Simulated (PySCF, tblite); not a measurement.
# B11N12H30+: electronic excitations, NMR shifts

Aim: compute the electronic excitations, NMR shifts of B11N12H30+.

Programs: tblite 0.8.0 and PySCF 2.14.0, with routines of our own; each step states its level. All values are computed. Atoms count from 0.

## 1. The starting structure

53 atoms, charge 1, multiplicity 1; geometry from: force field, distance geometry or constructed start.

## 2. Geometry optimisation with GFN2-xTB

What the job is given:

```
{"job": {"kind": "relax", "xc": "GFN2-xTB", "basis": "xTB"}, "charge": 1, "multiplicity": 1}
N      1.524100    -1.020500    -3.029700
N     -1.040100    -1.016100    -3.035000
N      0.246400    -1.758900    -0.940000
B      0.240500    -1.752200    -2.512600
N      1.518200    -1.019900     1.149500
B      1.515900    -1.019200    -0.421800
N     -1.036800    -1.017000     1.142800
B     -1.033500    -1.016000    -0.417700
B      0.243900    -1.758700     1.667500
N      0.238400     1.194200    -3.026500
N      1.517100     0.455900    -0.943100
B      1.516700     0.455100    -2.506400
N     -1.040300     0.457800    -0.936000
B     -1.034700     0.456500    -2.509100
B      0.239000     1.200100     3.755200
N      0.239300     1.195600     1.152400
N      1.519600     0.459000     3.234100
B      0.240100     1.191600    -0.420200
B      1.518600     0.458900     1.670400
N     -2.312200     1.195900     1.148800
N     -1.039200     0.460900     3.234700
B     -2.315900     1.196500    -0.419400
B     -1.033500     0.461700     1.674500
H      1.515000    -1.023000    -4.069600
H      2.368900    -1.506300    -2.680600
H     -1.043000    -1.019600    -4.065600
H     -1.885400    -1.506600    -2.682200
H      0.240600    -2.736500    -0.593200
H      0.241800    -2.859300    -2.898400
H      2.369500    -1.508500     1.496200
H      2.478100    -1.569600    -0.810300
H     -1.888000    -1.507600     1.493000
H     -1.993200    -1.570100    -0.811100
H      0.243300    -1.757900     2.841600
H      0.242400    -2.857900     1.274600
H      0.241700     2.177800    -2.684400
H      0.240400     1.195100    -4.072200
H      2.369300     0.949900    -0.597000
H      2.475600     1.004800    -2.896500
H     -1.997000     1.012100    -2.895200
H      0.241100     2.295800     3.368800
H      0.247100     1.189400     4.928700
H      0.246100     2.176600     1.489200
H      1.521800    -0.523900     3.578100
H      2.364700     0.949100     3.582300
H      0.239300     2.299700    -0.812600
H      2.476900     1.008800     1.277300
H     -3.164500     0.707400     1.495100
H     -2.313400     2.176000     1.493000
H     -1.035000    -0.522700     3.581900
H     -1.887000     0.940100     3.583000
H     -3.263700     0.644800    -0.809500
H     -2.315400     2.297700    -0.809100
```

Run with:

```console
$ OMP_NUM_THREADS=2 python large_run.py task.json out
```

The driver reads the jobs from task.json and runs them one after another.

The log of the run:

```text
step      E/eV     max force
  0   -1749.95999    1.514
  1   -1750.40308    0.868
  2   -1750.70958    0.737
  3   -1750.84615    0.745
  4   -1750.92811    0.510
  5   -1750.96872    0.327
  6   -1751.00110    0.312
  7   -1751.02983    0.366
  8   -1751.05224    0.286
  9   -1751.06713    0.200
 10   -1751.07830    0.165
 11   -1751.08777    0.182
 12   -1751.09517    0.156
 13   -1751.09989    0.101
 14   -1751.10275    0.079
 15   -1751.10494    0.094
 16   -1751.10689    0.091
 17   -1751.10843    0.061
 18   -1751.10950    0.054
 19   -1751.11029    0.056
 20   -1751.11096    0.060
 21   -1751.11158    0.042
 22   -1751.11211    0.038
 23   -1751.11257    0.038
 24   -1751.11299    0.047
 25   -1751.11338    0.038
 26   -1751.11374    0.034
 27   -1751.11409    0.032
 28   -1751.11443    0.040
 29   -1751.11478    0.041
 30   -1751.11508    0.030
 31   -1751.11532    0.027
 32   -1751.11551    0.024
 33   -1751.11569    0.022
 34   -1751.11586    0.023
 35   -1751.11601    0.023
 36   -1751.11611    0.016
```

Run time: 1.7 s. Hardware: 2 threads of Arm Neoverse N1, shared host; peak memory 0.16 GiB.

Relaxation path:

```
step  energy from step 0 (eV)  largest force (eV/Å)
   0                   0.0000                1.5135
   1                  -0.4431                0.8685
   2                  -0.7496                0.7371
   3                  -0.8862                0.7451
   4                  -0.9681                0.5100
   5                  -1.0087                0.3269
   6                  -1.0411                0.3117
   7                  -1.0698                0.3664
   8                  -1.0922                0.2862
  10                  -1.1183                0.1656
  12                  -1.1352                0.1558
  14                  -1.1428                0.0793
  16                  -1.1469                0.0902
  18                  -1.1495                0.0538
  21                  -1.1516                0.0415
  23                  -1.1526                0.0383
  25                  -1.1534                0.0382
  27                  -1.1541                0.0327
  29                  -1.1548                0.0409
  32                  -1.1555                0.0244
  33                  -1.1557                0.0217
  34                  -1.1559                0.0227
  35                  -1.1560                0.0224
  36                  -1.1561                0.0162
```

Close pairs (by a distance rule), those that changed most:

```
   bond  before (Å)  after (Å)  change (Å)
N19–B21       1.568      1.628      +0.060
 N6–B22       1.571      1.529      -0.042
N10–H37       1.044      1.011      -0.033
  N6–B7       1.561      1.593      +0.032
B14–N20       1.566      1.597      +0.032
 N9–H36       1.046      1.015      -0.031
 N6–H31       1.043      1.013      -0.030
 B8–H33       1.174      1.203      +0.029
```

The next job starts from the end point, and lists it.

## 3. Electronic excitations: TDA CAM-B3LYP/6-31G*

What the job is given:

```
{"job": {"kind": "uv", "basis": "6-31G*", "grid": 1, "kgrid": 0, "vcut": 1.5, "nstates": 6, "ntriplets": 2, "tda": true, "delta": ["ip_vertical"], "pop": true, "xc": "CAM-B3LYP"}, "charge": 1, "multiplicity": 1}
N      1.486520    -1.015779    -3.109019
N     -1.005332    -1.018455    -3.083870
N      0.248797    -1.701045    -0.997013
B      0.240342    -1.805919    -2.544658
N      1.490865    -0.990277     1.167078
B      1.532717    -1.021913    -0.417057
N     -0.988322    -0.990266     1.160993
B     -1.042239    -0.995219    -0.430858
B      0.254874    -1.803861     1.717419
N      0.242767     1.143875    -3.098334
N      1.480782     0.427656    -1.012134
B      1.551606     0.463901    -2.564494
N     -1.043976     0.462915    -0.981907
B     -1.075342     0.466217    -2.536669
B      0.228820     1.240476     3.926013
N      0.250935     1.142103     1.137596
N      1.478127     0.509928     3.287946
B      0.221467     1.194444    -0.451852
B      1.541284     0.470733     1.703248
N     -2.263094     1.190390     1.162197
N     -1.020365     0.497262     3.263402
B     -2.331880     1.211984    -0.463953
B     -1.001140     0.447656     1.680912
H      1.494752    -1.028830    -4.124049
H      2.325851    -1.500007    -2.806160
H     -1.045725    -1.025421    -4.098043
H     -1.845983    -1.484099    -2.757105
H      0.229330    -2.637669    -0.614179
H      0.245642    -2.928059    -2.944035
H      2.316215    -1.481381     1.488910
H      2.529028    -1.597916    -0.757422
H     -1.812686    -1.488822     1.474205
H     -2.017616    -1.608905    -0.755153
H      0.243777    -1.842255     2.919840
H      0.253530    -2.928603     1.316082
H      0.225860     2.106526    -2.777159
H      0.221439     1.176620    -4.112500
H      2.288432     0.919320    -0.653240
H      2.523118     1.015977    -2.976552
H     -2.022857     1.009823    -2.998416
H      0.217023     2.389533     3.623227
H      0.210150     1.068199     5.102168
H      0.258941     2.100036     1.465868
H      1.474321    -0.446840     3.630342
H      2.310929     0.951112     3.660627
H      0.265449     2.344640    -0.778675
H      2.534416     1.044489     1.368246
H     -3.123380     0.759879     1.481885
H     -2.278541     2.155501     1.472444
H     -0.994845    -0.456576     3.616080
H     -1.860080     0.929854     3.634724
H     -3.312135     0.627015    -0.793613
H     -2.323061     2.346373    -0.815635
```

Level: TDA CAM-B3LYP/6-31G*, vertical, gas phase, core orbitals frozen in the response, virtual orbitals cut by energy.

The log of the run:

```text
start: PBE on a coarse grid of 39515 points
cycle   1  E = -947.7295498863  dE =  3.323e+00  |g| = 1.037e+00  |ddm| = 6.657e+00
cycle   2  E = -947.2817777308  dE =  4.478e-01  |g| = 1.767e+00  |ddm| = 3.342e+00
cycle   3  E = -947.9970044849  dE = -7.152e-01  |g| = 2.920e-01  |ddm| = 2.481e+00
cycle   4  E = -948.0164096095  dE = -1.941e-02  |g| = 8.384e-02  |ddm| = 4.166e-01
cycle   5  E = -948.0179443685  dE = -1.535e-03  |g| = 2.548e-02  |ddm| = 9.957e-02
cycle   6  E = -948.0180707895  dE = -1.264e-04  |g| = 9.107e-03  |ddm| = 3.226e-02
final grid: 166857 points
cycle   7  E = -948.5810216300  dE = -1.624e-02  |g| = 7.744e-02  |ddm| = 4.741e-01
cycle   8  E = -948.5816557441  dE = -6.341e-04  |g| = 5.889e-02  |ddm| = 1.160e-01
cycle   9  E = -948.5823728902  dE = -7.171e-04  |g| = 9.465e-03  |ddm| = 4.336e-02
cycle  10  E = -948.5823865524  dE = -1.366e-05  |g| = 5.131e-03  |ddm| = 1.424e-02
cycle  11  E = -948.5823937033  dE = -7.151e-06  |g| = 4.246e-04  |ddm| = 6.718e-03
cycle  12  E = -948.5823936480  dE =  5.523e-08  |g| = 1.603e-04  |ddm| = 6.645e-04
cycle  13  E = -948.5823939901  dE = -3.421e-07  |g| = 4.796e-05  |ddm| = 2.132e-04
converged SCF energy = -948.5823939901
Vertical ionisation energy (delta-SCF) = 12.2815 eV   <S^2> = 0.753

Static polarisability (au): isotropic 183.462, principal 165.768 174.339 210.278

Singlet excitations
state   eV       nm        f      main configurations
  1   8.1697    151.8   0.00339   H->L+1 0.55, H-2->L+1 0.11, H-1->L+1 0.09
  2   8.1787    151.6   0.00094   H-1->L 0.64, H-5->L 0.11, H->L 0.08
  3   8.3877    147.8   0.00115   H->L 0.50, H-1->L 0.09
  4   8.5297    145.4   0.00758   H-2->L+1 0.55, H-3->L+1 0.16
  5   8.6724    143.0   0.01025   H-1->L+1 0.48, H->L+1 0.13, H-3->L+1 0.10
  6   8.7357    141.9   0.00440   H-3->L+1 0.41, H-1->L+1 0.20, H-2->L+1 0.10

Triplet excitations (Tamm-Dancoff, eV): 8.0174 8.0288
```

Run time: 5 min. Hardware: 2 threads of Arm Neoverse N1, shared host; peak memory 1.6 GiB.

Frontier orbitals and where they lie:

```
orbital      eV                         atoms
 HOMO−4  -12.64   B14 14 %, B8 11 %, H41 10 %
 HOMO−3  -12.20    B14 10 %, H41 8 %, B21 7 %
 HOMO−2  -12.05    B21 14 %, B8 11 %, H52 9 %
 HOMO−1  -11.81    N12 11 %, H30 8 %, N10 7 %
   HOMO  -11.75  B21 17 %, N12 12 %, H52 11 %
   LUMO   -0.96  H23 19 %, H36 17 %, H25 16 %
 LUMO+1   -0.75  H47 13 %, N19 13 %, H50 12 %
 LUMO+2    0.10  N16 12 %, H29 12 %, H43 11 %
 LUMO+3    0.34    H24 12 %, H31 7 %, H25 7 %
```

With each of the 6 states as a Gaussian band of 0.4 eV half-width at 1/e, the curve within the window shown has maxima at 144 nm (ε 950) L/(mol cm). Beyond the last state computed it falls off for lack of states. The curve at chosen wavelengths:

| nm | ε (L/mol/cm) |
| --- | --- |
| 137 | 350 |
| 138 | 465 |
| 139 | 585 |
| 140 | 702 |
| 141 | 805 |
| 142 | 884 |
| 143 | 933 |
| 144 | 949 |
| 145 | 933 |
| 146 | 890 |
| 147 | 827 |
| 148 | 750 |
| 149 | 666 |
| 151 | 499 |
| 152 | 422 |
| 153 | 352 |
| 154 | 290 |
| 155 | 236 |
| 156 | 189 |
| 157 | 149 |
| 158 | 115 |
| 159 | 88 |
| 160 | 66 |
| 161 | 48 |
| 162 | 35 |
| 163 | 25 |

Ground-state properties from the same run:

```
           property  computed
polarisability (Å³)     27.19
 HOMO–LUMO gap (eV)     10.80
      −ε(HOMO) (eV)     11.75
```

## 4. NMR shifts: GIAO KT3/pcSseg-1

The job, as its differences from that of step 3:

```diff
@@ -1,2 +1,2 @@
-{"job": {"kind": "uv", "basis": "6-31G*", "grid": 1, "kgrid": 0, "vcut": 1.5, "nstates": 6, "ntriplets": 2, "tda": true, "delta": ["ip_vertical"], "pop": true, "xc": "CAM-B3LYP"}, "charge": 1, "multiplicity": 1}
+{"job": {"kind": "nmr", "xc": "KT3", "basis": "pcSseg-1", "pop": false}, "charge": 1, "multiplicity": 1}
 N      1.486520    -1.015779    -3.109019
```

With the program's defaults for keys left out, this is: GIAO KT3/pcSseg-1 NMR shielding, non-relativistic, gas phase.

The log of the run:

```text
start: PBE on a coarse grid of 39515 points
cycle   1  E = -947.3537580531  dE =  3.265e+00  |g| = 1.023e+00  |ddm| = 7.017e+00
cycle   2  E = -946.9083221895  dE =  4.454e-01  |g| = 1.761e+00  |ddm| = 3.503e+00
cycle   3  E = -947.6095232558  dE = -7.012e-01  |g| = 2.993e-01  |ddm| = 2.717e+00
cycle   4  E = -947.6291548041  dE = -1.963e-02  |g| = 8.473e-02  |ddm| = 5.050e-01
cycle   5  E = -947.6306718494  dE = -1.517e-03  |g| = 2.620e-02  |ddm| = 1.040e-01
cycle   6  E = -947.6307973160  dE = -1.255e-04  |g| = 1.038e-02  |ddm| = 3.677e-02
cycle   7  E = -947.6308230485  dE = -2.573e-05  |g| = 1.552e-03  |ddm| = 1.102e-02
final grid: 350987 points
cycle   8  E = -963.9526847826  dE = -5.297e-02  |g| = 1.077e-01  |ddm| = 9.213e-01
cycle   9  E = -963.9502444646  dE =  2.440e-03  |g| = 1.544e-01  |ddm| = 2.027e-01
cycle  10  E = -963.9550779176  dE = -4.833e-03  |g| = 1.762e-02  |ddm| = 1.147e-01
cycle  11  E = -963.9551410071  dE = -6.309e-05  |g| = 6.089e-03  |ddm| = 3.253e-02
cycle  12  E = -963.9551491199  dE = -8.113e-06  |g| = 1.779e-03  |ddm| = 1.087e-02
cycle  13  E = -963.9551506761  dE = -1.556e-06  |g| = 4.667e-04  |ddm| = 2.346e-03
cycle  14  E = -963.9551488163  dE =  1.860e-06  |g| = 8.907e-05  |ddm| = 4.852e-04
converged SCF energy = -963.9551488163

GIAO shielding tensors (ppm)
atom      isotropic    diamagn.    paramagn.     s11        s22        s33       span
  0 N      209.043     325.542    -116.499    184.242    199.207    243.681     59.439
  1 N      208.246     326.360    -118.114    181.345    198.842    244.551     63.207
  2 N      218.054     335.559    -117.504    199.733    204.492    249.937     50.204
  3 B      109.910     194.301     -84.391    104.615    109.301    115.814     11.199
  4 N      221.819     328.518    -106.699    193.500    214.860    257.097     63.597
  5 B      110.201     197.859     -87.658    101.864    110.242    118.497     16.633
  6 N      216.886     330.343    -113.456    193.529    211.843    245.288     51.759
  7 B      107.718     200.507     -92.789    100.493    108.604    114.057     13.564
  8 B      120.990     197.883     -76.893    113.784    117.689    131.496     17.712
  9 N      208.256     326.460    -118.204    181.596    199.133    244.038     62.442
 10 N      219.107     335.831    -116.724    201.787    207.803    247.730     45.943
 11 B      109.995     194.466     -84.471    104.659    109.656    115.669     11.011
 12 N      226.879     332.536    -105.657    209.381    212.369    258.888     49.507
 13 B      108.951     193.598     -84.647    104.175    105.351    117.326     13.151
 14 B      117.981     189.496     -71.514    110.327    118.980    124.637     14.310
 15 N      220.106     333.961    -113.856    206.782    212.129    241.407     34.625
 16 N      218.329     318.720    -100.391    205.310    214.417    235.258     29.947
 17 B      107.815     200.750     -92.935    101.669    108.244    113.532     11.863
 18 B      112.037     199.240     -87.203    105.149    114.583    116.378     11.229
 19 N      206.028     323.370    -117.342    192.755    206.172    219.157     26.402
 20 N      207.893     320.228    -112.334    180.018    212.964    230.698     50.680
 21 B      111.203     195.817     -84.614    101.633    110.359    121.618     19.986
 22 B      109.279     197.046     -87.767    104.659    110.268    112.911      8.252
 23 H       30.598      28.291       2.307     24.566     26.349     40.878     16.312
 24 H       28.031      31.856      -3.825     20.475     26.578     37.041     16.566
 25 H       30.617      29.418       1.199     24.733     26.068     41.050     16.317
 26 H       27.964      33.399      -5.435     20.395     26.989     36.509     16.114
 27 H       28.486      37.553      -9.067     19.013     26.996     39.449     20.437
 28 H       28.333      29.399      -1.066     25.188     26.196     33.615      8.428
 29 H       30.812      34.681      -3.869     23.065     26.464     42.907     19.843
 30 H       28.375      35.473      -7.098     23.361     29.721     32.043      8.682
 31 H       30.827      37.412      -6.585     24.403     26.248     41.830     17.426
 32 H       28.475      37.684      -9.209     24.334     29.604     31.486      7.152
 33 H       29.276      36.624      -7.349     27.346     27.852     32.629      5.283
 34 H       29.017      34.621      -5.605     25.819     27.107     34.123      8.304
 35 H       27.958      33.880      -5.922     20.351     27.094     36.430     16.079
 36 H       30.590      29.747       0.843     24.666     26.012     41.091     16.425
 37 H       29.038      38.107      -9.069     19.972     27.733     39.408     19.436
 38 H       28.368      29.846      -1.477     25.217     26.313     33.574      8.357
 39 H       28.800      30.824      -2.024     25.188     28.284     32.927      7.739
 40 H       29.340      29.947      -0.607     26.203     27.624     34.193      7.989
 41 H       28.885      25.078       3.806     24.498     27.845     34.311      9.814
 42 H       29.442      38.903      -9.461     21.666     26.732     39.928     18.262
 43 H       28.726      32.865      -4.139     22.945     27.160     36.072     13.127
 44 H       29.344      27.951       1.393     22.055     24.668     41.309     19.254
 45 H       28.454      38.080      -9.627     24.201     29.720     31.440      7.239
 46 H       28.513      36.019      -7.507     23.585     29.576     32.377      8.791
 47 H       29.409      33.810      -4.402     23.002     26.582     38.643     15.640
 48 H       29.109      34.117      -5.008     23.169     26.283     37.874     14.705
 49 H       28.142      34.265      -6.123     22.744     26.343     35.340     12.595
 50 H       30.355      30.239       0.116     23.329     27.344     40.394     17.065
 51 H       29.196      33.117      -3.921     24.213     29.976     33.399      9.186
 52 H       29.210      33.081      -3.870     24.261     29.973     33.398      9.137
```

Run time: 98 s. Hardware: 2 threads of Arm Neoverse N1, shared host; peak memory 1.4 GiB.

Shifts follow as δ = σ(reference) − σ, with reference shieldings (ppm) from runs at the same level and on the same kind of geometry: ¹H TMS 31.76, ¹⁵N NH3 264.4, ¹¹B BF3·OEt2 100.0. The references are single molecules in the gas phase, so shifts against H2O, NH3, PH3, H3PO4 or CFCl3 are not on the usual liquid scales and can be off by tens of ppm.

```
atoms                           environment  σ (ppm)  δ (ppm)
  H35  hydrogen on a nitrogen bonded to 2 B    27.96     3.80
  H26  hydrogen on a nitrogen bonded to 2 B    27.96     3.80
  H24  hydrogen on a nitrogen bonded to 2 B    28.03     3.73
  H49  hydrogen on a nitrogen bonded to 2 B    28.14     3.62
  H28     hydrogen on a boron bonded to 3 N    28.33     3.43
  H38     hydrogen on a boron bonded to 3 N    28.37     3.39
  H30     hydrogen on a boron bonded to 3 N    28.38     3.38
  H45     hydrogen on a boron bonded to 3 N    28.45     3.31
  H32     hydrogen on a boron bonded to 3 N    28.48     3.29
  H27  hydrogen on a nitrogen bonded to 3 B    28.49     3.27
  H46     hydrogen on a boron bonded to 3 N    28.51     3.25
  H43  hydrogen on a nitrogen bonded to 2 B    28.73     3.03
  H39     hydrogen on a boron bonded to 3 N    28.80     2.96
  H41     hydrogen on a boron bonded to 2 N    28.88     2.88
  H34     hydrogen on a boron bonded to 2 N    29.02     2.74
  H37  hydrogen on a nitrogen bonded to 3 B    29.04     2.72
  H48  hydrogen on a nitrogen bonded to 2 B    29.11     2.65
  H51     hydrogen on a boron bonded to 2 N    29.20     2.56
  H52     hydrogen on a boron bonded to 2 N    29.21     2.55
  H33     hydrogen on a boron bonded to 2 N    29.28     2.48
  H40     hydrogen on a boron bonded to 2 N    29.34     2.42
  H44  hydrogen on a nitrogen bonded to 2 B    29.34     2.42
  H47  hydrogen on a nitrogen bonded to 2 B    29.41     2.35
  H42  hydrogen on a nitrogen bonded to 3 B    29.44     2.32
  H50  hydrogen on a nitrogen bonded to 2 B    30.36     1.40
  H36  hydrogen on a nitrogen bonded to 2 B    30.59     1.17
  H23  hydrogen on a nitrogen bonded to 2 B    30.60     1.16
  H25  hydrogen on a nitrogen bonded to 2 B    30.62     1.14
  H29  hydrogen on a nitrogen bonded to 3 B    30.81     0.95
  H31  hydrogen on a nitrogen bonded to 3 B    30.83     0.93
  N19           nitrogen bonded to 2 B, 2 H    206.0     58.4
  N20           nitrogen bonded to 2 B, 2 H    207.9     56.5
   N1           nitrogen bonded to 2 B, 2 H    208.2     56.1
   N9           nitrogen bonded to 2 B, 2 H    208.3     56.1
   N0           nitrogen bonded to 2 B, 2 H    209.0     55.4
   N6             nitrogen bonded to 3 B, H    216.9     47.5
   N2             nitrogen bonded to 3 B, H    218.1     46.3
  N16           nitrogen bonded to 2 B, 2 H    218.3     46.1
  N10             nitrogen bonded to 3 B, H    219.1     45.3
  N15             nitrogen bonded to 3 B, H    220.1     44.3
```

Ring of atoms N0, N1, B3, N9, B11, B13: NICS(0) -1.1, NICS(1) -1.9, NICS(1)zz 0.2 ppm (means of both faces; NICS(1) differs between them: -2.9 and -0.8).

Ring of atoms N0, N2, B3, B5, N10, B11: NICS(0) -2.4, NICS(1) -1.9, NICS(1)zz -0.9 ppm (means of both faces; NICS(1) differs between them: -3.0 and -0.9).

Ring of atoms N1, N2, B3, B7, N12, B13: NICS(0) -2.4, NICS(1) -2.1, NICS(1)zz -0.7 ppm (means of both faces; NICS(1) differs between them: -3.3 and -0.9).

## 5. Results

| quantity | value |
| --- | --- |
| lowest singlet (CAM-B3LYP/6-31G*) | 8.17 eV (152 nm), f = 0.003 |
| brightest single state of those computed | state 5, 8.67 eV, f = 0.010 |
| lowest triplet | 8.02 eV |
| ¹H shifts against TMS (KT3/pcSseg-1) | 3.80, 3.80, 3.73, 3.62, 3.43, 3.39, 3.38, 3.31, 3.29, 3.27, 3.25, 3.03, 2.96, 2.88 ppm and more |
| ¹⁵N shifts against NH3 (KT3/pcSseg-1) | 58.4, 56.5, 56.1, 56.1, 55.4, 47.5, 46.3, 46.1, 45.3, 44.3, 42.6, 37.5 ppm |
| ¹¹B shifts against BF3·OEt2 (KT3/pcSseg-1) | -7.7, -7.8, -9.0, -9.3, -9.9, -10.0, -10.2, -11.2, -12.1, -18.0, -21.0 ppm |

**Reading.** The first singlet state (HOMO→LUMO+1 0.55, HOMO−2→LUMO+1 0.11) lies at 8.17 eV and is weak; of the 6 states computed, the strongest absorption comes from state 5 at 8.67 eV. The lowest triplet lies 0.15 eV below the lowest singlet. The basis of CAM-B3LYP/6-31G* has no diffuse functions, so Rydberg states are missing and the high states are unreliable.
